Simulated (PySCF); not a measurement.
**[TaO(OH)4]−: other functionals and bases at one geometry**

How far do other levels of theory move the description of [TaO(OH)4]−, and what does each cost? The structure is generated, not taken from experiment.

The runs use PySCF 2.14.0; several levels, as the steps say, no spin–orbit coupling.

4 further runs of the same task are left out: 2 for a known fault of the program, 2 that didn't finish.

**1. The starting structure**

10 atoms, charge -1, spin multiplicity 1.

Bond lengths: Ta1–O2 1.801 Å, Ta1–O3 2.026 Å, Ta1–O5 1.982 Å, Ta1–H6 2.446 Å, Ta1–O7 1.974 Å, Ta1–H8 2.454 Å, Ta1–O9 2.015 Å, Ta1–H10 2.440 Å, O3–H4 0.963 Å, O5–H6 0.966 Å, O7–H8 0.966 Å, O9–H10 0.967 Å. Angles: O2–Ta1–O3 162.8°, O2–Ta1–O5 93.5°, O2–Ta1–H6 71.5°, O2–Ta1–O7 97.1°, O2–Ta1–H8 75.2°, O2–Ta1–O9 86.0°, O2–Ta1–H10 63.4°, O3–Ta1–O5 90.2°, O3–Ta1–H6 112.1°, O3–Ta1–O7 96.8°, O3–Ta1–H8 118.6°, O3–Ta1–O9 78.3°, O3–Ta1–H10 100.8°, O5–Ta1–H6 22.2°, O5–Ta1–O7 113.7°, O5–Ta1–H8 112.7°, O5–Ta1–O9 126.5°, O5–Ta1–H10 124.7° and more.

Geometry (Å):

```
Ta    0.06313    0.08779   -0.24291
O    -0.06551   -0.27144    1.51754
O     0.08235   -0.10123   -2.25967
H    -0.34335   -0.85127   -2.68852
O     2.04490    0.10842   -0.21768
H     2.31718    0.04394    0.70683
O    -0.75012    1.88538   -0.18534
H    -0.91789    2.11193    0.73841
O    -1.11674   -1.52327   -0.51280
H    -1.31396   -1.82694    0.38416
```

Formal oxidation states: Ta +5. An earlier session relaxed this geometry at r2SCAN, Ta def2-SVP with ECP60, O def2-SVP, H def2-SVP (singlet, point group C1).

At r2SCAN on the finer grid: E = -435.413811 Eh, HOMO -1.28 eV, LUMO 4.36 eV, Mulliken charge on Ta1 +0.81 e, largest force component 0.059 eV/Å. 

Levels to run: revPBE; PBE0; BLYP; CAM-B3LYP; r2SCAN, TZVP; r2SCAN, x2c-SVP. Hardware: 2 threads of AMD EPYC 7R43 (Zen 3), shared host.

**2. revPBE**

run.py (the lines that set the calculation) reads:

```python
mol = gto.M(atom='''
Ta     0.06313     0.08779    -0.24291
O     -0.06551    -0.27144     1.51754
O      0.08235    -0.10123    -2.25967
H     -0.34335    -0.85127    -2.68852
O      2.04490     0.10842    -0.21768
H      2.31718     0.04394     0.70683
O     -0.75012     1.88538    -0.18534
H     -0.91789     2.11193     0.73841
O     -1.11674    -1.52327    -0.51280
H     -1.31396    -1.82694     0.38416''',
    basis={'Ta': 'def2-SVP', 'O': 'def2-SVP', 'H': 'def2-SVP'},
    ecp={'Ta': 'def2-SVP'},
    charge=-1, spin=0)
mf = dft.RKS(mol, xc='PBE_R,PBE')
mf.grids.atom_grid = (75, 302)
mf = mf.density_fit()  # fitting sets: Ta def2-universal-JKFIT, O def2-universal-JKFIT, H def2-universal-JKFIT
mf.conv_tol = 1e-08; mf.max_cycle = 55
mf.kernel(dm0)  # dm0: the density of the relaxed state
```

Command:

```sh
OMP_NUM_THREADS=2 python run.py
```

**3. PBE0**

Edit run.py (the lines that set the calculation) of step 2 so:

```diff
@@ -14,3 +14,3 @@
     charge=-1, spin=0)
-mf = dft.RKS(mol, xc='PBE_R,PBE')
+mf = dft.RKS(mol, xc='PBE0')
 mf.grids.atom_grid = (75, 302)
```

**4. BLYP**

Edit run.py (the lines that set the calculation) of step 3 so:

```diff
@@ -14,3 +14,3 @@
     charge=-1, spin=0)
-mf = dft.RKS(mol, xc='PBE0')
+mf = dft.RKS(mol, xc='BLYP')
 mf.grids.atom_grid = (75, 302)
```

**5. CAM-B3LYP**

Edit run.py (the lines that set the calculation) of step 4 so:

```diff
@@ -14,3 +14,3 @@
     charge=-1, spin=0)
-mf = dft.RKS(mol, xc='BLYP')
+mf = dft.RKS(mol, xc='CAMB3LYP')
 mf.grids.atom_grid = (75, 302)
```

**6. r2SCAN, TZVP**

Basis: Ta def2-TZVP with ECP60, O def2-TZVP, H def2-TZVP. 

Edit run.py (the lines that set the calculation) of step 5 so:

```diff
@@ -11,6 +11,6 @@
 H     -1.31396    -1.82694     0.38416''',
-    basis={'Ta': 'def2-SVP', 'O': 'def2-SVP', 'H': 'def2-SVP'},
-    ecp={'Ta': 'def2-SVP'},
+    basis={'Ta': 'def2-TZVP', 'O': 'def2-TZVP', 'H': 'def2-TZVP'},
+    ecp={'Ta': 'def2-TZVP'},
     charge=-1, spin=0)
-mf = dft.RKS(mol, xc='CAMB3LYP')
+mf = dft.RKS(mol, xc='R2SCAN')
 mf.grids.atom_grid = (75, 302)
@@ -18,2 +18,2 @@
 mf.conv_tol = 1e-08; mf.max_cycle = 55
-mf.kernel(dm0)  # dm0: the density of the relaxed state
+mf.kernel(dm0)  # dm0: free metal ions and neutral atoms
```

**7. r2SCAN, x2c-SVP**

Basis: Ta x2c-SVPall, O x2c-SVPall, H x2c-SVPall. All electrons are treated, with the spin-free X2C Hamiltonian.

Edit run.py (the lines that set the calculation) of step 6 so:

```diff
@@ -11,8 +11,9 @@
 H     -1.31396    -1.82694     0.38416''',
-    basis={'Ta': 'def2-TZVP', 'O': 'def2-TZVP', 'H': 'def2-TZVP'},
-    ecp={'Ta': 'def2-TZVP'},
+    basis={'Ta': 'x2c-SVPall', 'O': 'x2c-SVPall', 'H': 'x2c-SVPall'},
+    nucmod='G',
     charge=-1, spin=0)
 mf = dft.RKS(mol, xc='R2SCAN')
-mf.grids.atom_grid = (75, 302)
-mf = mf.density_fit()  # fitting sets: Ta def2-universal-JKFIT, O def2-universal-JKFIT, H def2-universal-JKFIT
+mf.grids.atom_grid = (99, 590)
+mf = mf.density_fit()  # fitting sets: Ta AutoAux, O AutoAux, H AutoAux
+mf = mf.sfx2c1e()
 mf.conv_tol = 1e-08; mf.max_cycle = 55
```

Before running it: what results should come out? Wanted: for each run, HOMO; gap; charge on Ta1; dipole; largest force.

**Answer**, as computed:

| level | state | HOMO (eV) | gap (eV) | charge on Ta1 (e) | dipole (D) | largest force (eV/Å) | basis functions | time |
| --- | --- | --- | --- | --- | --- | --- | --- | --- |
| r2SCAN (relaxed here) | singlet | -1.28 | 5.65 | 0.81 | 1.47 | 0.06 | 122 | 48 s |
| revPBE | singlet | -0.85 | 4.77 | 0.58 | 1.38 | 0.60 | 122 | 8.5 s |
| PBE0 | singlet | -2.58 | 7.14 | 0.84 | 1.51 | 0.46 | 122 | 6.9 s |
| BLYP | singlet | -0.78 | 4.60 | 0.50 | 1.35 | 0.88 | 122 | 8.4 s |
| CAM-B3LYP | singlet | -3.98 | 9.24 | 0.78 | 1.52 | 0.49 | 122 | 8.8 s |
| r2SCAN, TZVP | singlet | -1.56 | 5.62 | 1.37 | 1.36 | 0.40 | 219 | 34 s |
| r2SCAN, x2c-SVP | singlet | -1.48 | 5.56 | 0.56 | 1.48 | 1.06 | 156 | 58 s |

Times are on 2 threads of AMD EPYC 7R43 (Zen 3), shared host; the first row also made further properties. The dipole of a charged species depends on the origin, so these sizes hold for this origin alone.

In one basis the HOMO–LUMO gap runs from 4.60 eV (BLYP) to 9.24 eV (CAM-B3LYP). The largest leftover force, 1.06 eV/Å with r2SCAN, x2c-SVP, stands at a geometry relaxed at another level. The Mulliken charge on Ta spans +0.50 to +1.37 e over the levels. Total energies of different levels can't be compared. Spin–orbit coupling is left out throughout.
